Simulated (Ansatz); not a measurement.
Runs of Ansatz 0.2.0 on MgI2. The structure is trigonal, space group P-3m1 (No. 164). Conventional cell: a = 4.140 Å, b = 4.140 Å, c = 6.880 Å, α = 90.00°, β = 90.00°, γ = 120.00°. I (site symmetry 3m) is surrounded by 3 Mg at 2.94 Å. Mg (site symmetry -3m) has 6 I at 2.94 Å as nearest neighbours. 

| cell | target pressure (GPa) | gap on the mesh (eV) | pressure (GPa) |
| --- | --- | --- | --- |
| relaxed to 5 GPa | 5 | 3.24 | 5.0 |
| relaxed to 2 GPa | 2 | 3.34 | 2.0 |
| relaxed to 10 GPa | 10 | (a) | 10.0 |
| relaxed to 30 GPa | 30 | (b) | 30.0 |
| relaxed to 20 GPa | 20 | 2.62 | 20.0 |
| relaxed | 0 | 3.55 | 0.0 |

Alike in all rows: task relaxation of cell and atoms; level PBEsol; potentials or basis Ansatz PAW; no spin polarisation; k mesh 8 × 8 × 4; cutoff (eV) 420; smearing fermi-dirac 0.05 eV.

Fill in the values left out.

(a) 3.00; (b) 2.29.

Caveats: the plane-wave basis is chosen anew once the cell has moved, so the energies of steps on either side of that aren't comparable; spin-orbit coupling is left out, which moves the levels of the heavy elements; this functional lacks dispersion, which binds the layers, so the pressure and a relaxed spacing across them are unreliable; the PAW data sets come from PBE, with cores solved anew for the run's functional, which leaves a small shift of forces and pressure.

A k mesh can miss the band edges, and the runs leave out spin-orbit coupling on I.
